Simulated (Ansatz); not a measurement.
# GaAs2: the cost of one run

Program: Ansatz 0.2.0. Level of theory: DFT PBE, scalar-relativistic, plane waves, PAW, unless a step names another level. These are calculated values, not measurements.

### 1 The starting structure

It takes space group P-3m1 (No. 164, trigonal). Conventional cell: a = 3.931 Å, b = 3.931 Å, c = 11.425 Å, α = 90.00°, β = 90.00°, γ = 120.00°. Ga (site symmetry 3m) is surrounded by 4 As at 2.45 to 2.82 Å. As (site symmetry 3m) is surrounded by 3 As at 2.62 Å. As (site symmetry 3m) is surrounded by 4 Ga at 2.45 to 2.82 Å.

As a file:

```
CELL_PARAMETERS angstrom
3.93076 0.00000 0.00000
-1.96538 3.40414 0.00000
0.00000 0.00000 11.42514
ATOMIC_POSITIONS crystal
Ga 0.33333 0.66667 0.08306
Ga 0.66667 0.33333 0.91694
As 0.66667 0.33333 0.55693
As 0.33333 0.66667 0.44307
As 0.66667 0.33333 0.16375
As 0.33333 0.66667 0.83625
```

It came out lowest among 26 distinct ends of the trial cells. At a tolerance of 0.05 Å it has space group P-3m1 (No. 164).

### 2 A stricter relaxation, on the response runs' mesh and smearing

Contents of input.yaml:

```yaml
crystal:
  lattice:
    - [3.9307588737, 0.0, 0.0]
    - [-1.9653794369, 3.4041370408, 0.0]
    - [0.0, 0.0, 11.4251423663]
  atoms:
    - { symbol: Ga, position: [0.3333333333, 0.6666666667, 0.0830634905] }
    - { symbol: Ga, position: [0.6666666667, 0.3333333333, 0.9169365095] }
    - { symbol: As, position: [0.6666666667, 0.3333333333, 0.5569349254] }
    - { symbol: As, position: [0.3333333333, 0.6666666667, 0.4430650746] }
    - { symbol: As, position: [0.6666666667, 0.3333333333, 0.1637517369] }
    - { symbol: As, position: [0.3333333333, 0.6666666667, 0.8362482631] }
basis:
  ecutwfc: 420
kpoints:
  mp_grid: { grid: [12, 12, 4] }
hamiltonian:
  xc: pbe
scf:
  occupations: { method: gaussian, width: 0.1 }
output:
  forces: true
  stress: true
  eigenvalues: true
  write_density: true
  write_potential: true
  elf: true
  volumetric_format: npy
relax:
  adjacent_minimum: "off"
  f_tol: 0.001
  max_steps: 60
  cell: { stress_tol: 0.01 }
```

Command:

```
ansatz run input.yaml --threads 3 --pin off --max-ram 7680MiB --backend cpu --events-out ev --progress --plain --runs-dir out
```

What time and memory should one allow on 3 threads of Intel Xeon Platinum 8488C (Sapphire Rapids), shared host?

About 50 s, with a peak of 0.79 GiB.
